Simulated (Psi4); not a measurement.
# doublet [AlH3Br]2− at UHF/def2-QZVPP (density fitting)

Wanted: the charge distribution of doublet [AlH3Br]2−. 

The calculation is run with Psi4 1.11.

4 further runs of the same task are left out: 4 for a known fault of the program.

### Step 1. The molecule

[AlH3Br]2−: 5 atoms, total charge -2, spin state doublet. As SMILES of the parent species, `[H][Al-]([H])([H])[Br]`. The shape comes from GFN2-xTB, which is rough for such elements, and wasn't checked as a minimum. That shape belongs to the parent species and isn't relaxed for this state.

Bond lengths: Al1–Br2 2.303 Å, Al1–H3 1.604 Å, Al1–H4 1.603 Å, Al1–H5 1.605 Å. Angles: Br2–Al1–H3 107.0°, Br2–Al1–H4 106.7°, Br2–Al1–H5 106.9°, H3–Al1–H4 112.0°, H3–Al1–H5 111.9°, H4–Al1–H5 111.9°.

### Step 2. The charge distribution at UHF/def2-QZVPP (density fitting)

Contents of job.in:

```
memory 1600 MB

molecule {
  -2 2
  Al    -0.000300     0.001740    -0.181290
  Br     0.010960    -0.019430     2.122010
  H      1.531680     0.011070    -0.658080
  H     -0.775330     1.332460    -0.627330
  H     -0.767010    -1.325840    -0.655310
  symmetry c1
  no_reorient
  no_com
}

set basis def2-QZVPP
set reference uhf

e, wfn = energy("hf", return_wfn=True)
oeprop(wfn, "QUADRUPOLE", "WIBERG_LOWDIN_INDICES", "MULLIKEN_CHARGES", "MBIS_CHARGES")
print_variables()
```

On the command line:

```sh
$ psi4 -n 1 job.in job.out
```

What values should one expect? Wanted: total energy; HOMO energy; LUMO energy; ⟨S²⟩.

Answer, from the run:

Level: UHF/def2-QZVPP (density fitting).

```
                          quantity           value
                      total energy  -2816.02885 Eh
HOMO energy (highest over α and β)         5.72 eV
 LUMO energy (lowest over α and β)         9.03 eV
                              ⟨S²⟩           0.751
```

What this shows: The HOMO lies at positive energy, 5.72 eV: the electron is unbound at this level or held by a compact basis; values depend on the basis.
